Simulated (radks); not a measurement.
# Valence configurations of Ir⁺

Aim: which of several valence configurations of Ir⁺ lies lowest at this level, and whether it is the one NIST lists ([Xe] 4f14 5d7 6s1).

Program: radks (a radial shooting solver on a logarithmic mesh, Libxc functionals) version 1. Level of theory: scalar-relativistic Kohn-Sham, PBE, spin-polarised, spherical densities, finite nucleus; open shells are filled with parallel spins first. These are calculated values, not measurements, unless marked.

### Step 1. The system

- element: iridium (Z = 77)
- charge: +1
- electrons: 76
- configuration: [Xe] 4f14 5d7 6s1
- nuclear rms radius: 5.4032 fm
- others tried: 4f14 5d6 6s2; 4f14 5d7 6p1; 4f13.5 5d7 6s1.5; 4f13 5d7 6s1 6p1; 4f14 5d7 6s0.5 6p0.5; 4f13 5d7 6s2; 4f13 5d7 6s0.5 6p1.5; 4f14 5d6.5 6s1.5; 4f14 5d8

Outer shells as boxes (Hund's rule):

Ir⁺
```
[Xe] core
4f [↑↓][↑↓][↑↓][↑↓][↑↓][↑↓][↑↓]
5d [↑↓][↑↓][↑ ][↑ ][↑ ]
6s [↑ ]
```

### Step 2. [Xe] 4f14 5d7 6s1

The run's settings:

```text
Z 77
configuration [Xe] 4f14 5d7 6s1
relativity scalar-relativistic
functional pbe,pbe
spin polarised
nucleus finite rms 5.4032 fm
c 137.035999084
```

### Step 3. [Xe] 4f14 5d6 6s2

The run's settings:

```text
Z 77
configuration [Xe] 4f14 5d6 6s2
relativity scalar-relativistic
functional pbe,pbe
spin polarised
nucleus finite rms 5.4032 fm
c 137.035999084
```

### Step 4. [Xe] 4f14 5d7 6p1

The run's settings:

```text
Z 77
configuration [Xe] 4f14 5d7 6p1
relativity scalar-relativistic
functional pbe,pbe
spin polarised
nucleus finite rms 5.4032 fm
c 137.035999084
```

### Step 5. [Xe] 4f13.5 5d7 6s1.5

The run's settings:

```text
Z 77
configuration [Xe] 4f13.5 5d7 6s1.5
relativity scalar-relativistic
functional pbe,pbe
spin polarised
nucleus finite rms 5.4032 fm
c 137.035999084
```

### Step 6. [Xe] 4f13 5d7 6s1 6p1

The run's settings:

```text
Z 77
configuration [Xe] 4f13 5d7 6s1 6p1
relativity scalar-relativistic
functional pbe,pbe
spin polarised
nucleus finite rms 5.4032 fm
c 137.035999084
```

### Step 7. [Xe] 4f14 5d7 6s0.5 6p0.5

The run's settings:

```text
Z 77
configuration [Xe] 4f14 5d7 6s0.5 6p0.5
relativity scalar-relativistic
functional pbe,pbe
spin polarised
nucleus finite rms 5.4032 fm
c 137.035999084
```

### Step 8. [Xe] 4f13 5d7 6s2

The run's settings:

```text
Z 77
configuration [Xe] 4f13 5d7 6s2
relativity scalar-relativistic
functional pbe,pbe
spin polarised
nucleus finite rms 5.4032 fm
c 137.035999084
```

### Step 9. [Xe] 4f13 5d7 6s0.5 6p1.5

The run's settings:

```text
Z 77
configuration [Xe] 4f13 5d7 6s0.5 6p1.5
relativity scalar-relativistic
functional pbe,pbe
spin polarised
nucleus finite rms 5.4032 fm
c 137.035999084
```

### Step 10. [Xe] 4f14 5d6.5 6s1.5

The run's settings:

```text
Z 77
configuration [Xe] 4f14 5d6.5 6s1.5
relativity scalar-relativistic
functional pbe,pbe
spin polarised
nucleus finite rms 5.4032 fm
c 137.035999084
```

### Step 11. [Xe] 4f14 5d8

The run's settings:

```text
Z 77
configuration [Xe] 4f14 5d8
relativity scalar-relativistic
functional pbe,pbe
spin polarised
nucleus finite rms 5.4032 fm
c 137.035999084
```

What does the calculation give? Wanted: for each run, valence; E − E(NIST configuration); moment; highest level; its energy; 1s shift.

As calculated:

| valence | E − E(NIST configuration) (eV) | moment (μB) | highest level | its energy (eV) | 1s shift (eV) |
| --- | --- | --- | --- | --- | --- |
| 4f14 5d7 6s1 | 0.000 | 4 | 5d down | -13.914 | +0.00 |
| 4f14 5d8 | 0.349 | 2 | 5d down | -12.592 | +2.83 |
| 4f14 5d6.5 6s1.5 | 0.857 | 4 | 6s down | -13.060 | -1.58 |
| 4f14 5d6 6s2 | 1.859 | 4 | 6s down | -13.784 | -3.21 |
| 4f14 5d7 6s0.5 6p0.5 | 3.330 | 4 | 6p up | -8.119 | -0.83 |
| 4f14 5d7 6p1 | 6.703 | 4 | 6p up | -8.521 | -1.64 |
| 4f13.5 5d7 6s1.5 | 30.352 | 4 | 6s down | -13.324 | -7.31 |
| 4f13 5d7 6s2 | 63.634 | 4 | 6s down | -14.289 | -14.88 |
| 4f13 5d7 6s1 6p1 | 69.153 | 6 | 6p up | -9.365 | -16.39 |
| 4f13 5d7 6s0.5 6p1.5 | 72.899 | 6 | 6p up | -9.750 | -17.20 |

**Reading.** Theory agrees with NIST among these: the next, 4f14 5d8, lies 0.349 eV higher. The energies are those of spherical high-spin densities, not of single terms. The 1s eigenvalue shifts by up to 17.20 eV as the valence charge is rearranged.
